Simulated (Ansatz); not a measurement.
# F₂Ga₂H₆N₂: up Jacob's ladder to CCSD(T)

One table from this session's results is given with a row withheld; the runs are named, their logs left out.

Computed with Ansatz 0.2.0, Gaussian basis. Level: functionals in def2-TZVPP, the program's frozen cores in correlated methods.

Levels to be run: LDA (SPW92), PBE-D4, revPBE-D4, BLYP-D4, r2SCAN-D4, B97M-V, PBE0-D4, B3LYP-D4, r2SCANh-D4, r2SCAN0-D4, HSE06-D4, BHLYP-D4, CAM-B3LYP-D4, LC-ωPBE, ωB97X-V, ωB97M-V, B2PLYP, PBE-QIDH; CCSD(T)/def2-SVP; MP2/def2-TZVPP; MP2/def2-QZVPP; RPA on PBE.

## Structure used throughout

The geometry comes from an earlier relaxation with PBE0-D4 in a triple-zeta def2 set; it is a stationary point, not always the lowest conformer.

SMILES `[F][Ga@H-]1[NH2+][Ga@@H-]([F])[NH2+]1`, 12 atoms, charge 0, spin multiplicity 1.

Atoms are counted from 1 here; the program's logs count them from 0.

Bond lengths: F1–Ga2 1.773 Å, Ga2–N3 1.999 Å, Ga2–N6 1.999 Å, Ga2–H7 1.555 Å, N3–Ga4 1.999 Å, N3–H8 1.016 Å, N3–H9 1.012 Å, Ga4–F5 1.773 Å, Ga4–N6 1.999 Å, Ga4–H10 1.555 Å, N6–H11 1.012 Å, N6–H12 1.016 Å. Angles: F1–Ga2–N3 104.2°, F1–Ga2–N6 104.2°, F1–Ga2–H7 121.3°, N3–Ga2–N6 86.6°, N3–Ga2–H7 117.3°, N6–Ga2–H7 117.3°, Ga2–N3–Ga4 93.1°, Ga2–N3–H8 110.7°, Ga2–N3–H9 117.2°, Ga4–N3–H8 110.7°, Ga4–N3–H9 117.2°, H8–N3–H9 107.4°, N3–Ga4–F5 104.2°, N3–Ga4–N6 86.6°, N3–Ga4–H10 117.3°, F5–Ga4–N6 104.2°, F5–Ga4–H10 121.3°, N6–Ga4–H10 117.3° and more.

Set-up of the first run:

in.yaml

```yaml
crystal:
  periodic: [false, false, false]
  atoms:
    - {symbol: F, position_ang: [-2.190942, -0.837262, 1.179213]}
    - {symbol: Ga, position_ang: [-0.423349, -0.703033, 1.206122]}
    - {symbol: N, position_ang: [0.135579, -1.200840, -0.647840]}
    - {symbol: Ga, position_ang: [0.691718, 0.666037, -1.098243]}
    - {symbol: F, position_ang: [-0.522155, 1.211603, -2.269568]}
    - {symbol: N, position_ang: [-0.066345, 1.191354, 0.675707]}
    - {symbol: H, position_ang: [0.411907, -1.283279, 2.382020]}
    - {symbol: H, position_ang: [-0.667901, -1.480430, -1.202788]}
    - {symbol: H, position_ang: [0.834903, -1.926762, -0.740702]}
    - {symbol: H, position_ang: [2.207749, 0.921623, -1.329371]}
    - {symbol: H, position_ang: [0.525397, 1.739197, 1.287550]}
    - {symbol: H, position_ang: [-0.936570, 1.701801, 0.557909]}
basis:
  gaussian: {orbitals: def2-TZVPP}
hamiltonian: {xc: lda}
output: {orbitals: {seedname: orbitals}}
```

Launch:

```console
ansatz run in.yaml --threads 8 --pin off --events-out ev --progress --plain --max-ram 20889MiB
```

Steps of the session up to this table: LDA; PBE-D4 (GGA); revPBE-D4 (GGA); BLYP-D4 (GGA); r2SCAN-D4 (meta-GGA); B97M-V (meta-GGA); PBE0-D4 (hybrid); B3LYP-D4 (hybrid); r2SCANh-D4 (hybrid); r2SCAN0-D4 (hybrid); HSE06-D4 (hybrid); BHLYP-D4 (hybrid); CAM-B3LYP-D4 (range-separated); LC-ωPBE (range-separated); ωB97X-V (range-separated); ωB97M-V (range-separated); B2PLYP (double hybrid); PBE-QIDH (double hybrid).

One table of the session follows, with a row left open; its other results are not shown here.

It belongs to the step «Orbital energies across the functionals». 

```
  functional  HOMO (eV)  gap (eV)
 LDA (SPW92)      -7.25      6.24
      PBE-D4      -7.11      6.32
   revPBE-D4      -7.05      6.37
     BLYP-D4      -7.02      6.26
   r2SCAN-D4      -7.46      7.16
      B97M-V      -7.58      6.94
     PBE0-D4      -8.55      8.51
    B3LYP-D4      -8.33      8.01
  r2SCANh-D4      -8.00      7.93
  r2SCAN0-D4      -8.79      9.06
    HSE06-D4      -8.14      7.75
    BHLYP-D4      -9.88     10.47
CAM-B3LYP-D4      -9.95     10.70
     LC-ωPBE     -11.29     13.27
     ωB97X-V          ?         ?
     ωB97M-V     -10.80     12.19
```

Q: Estimate the row for ωB97X-V from the others.

As computed: HOMO (eV): -10.94; gap (eV): 12.72. In the column «HOMO (eV)» it lies between LC-ωPBE (-11.29) and ωB97M-V (-10.80).
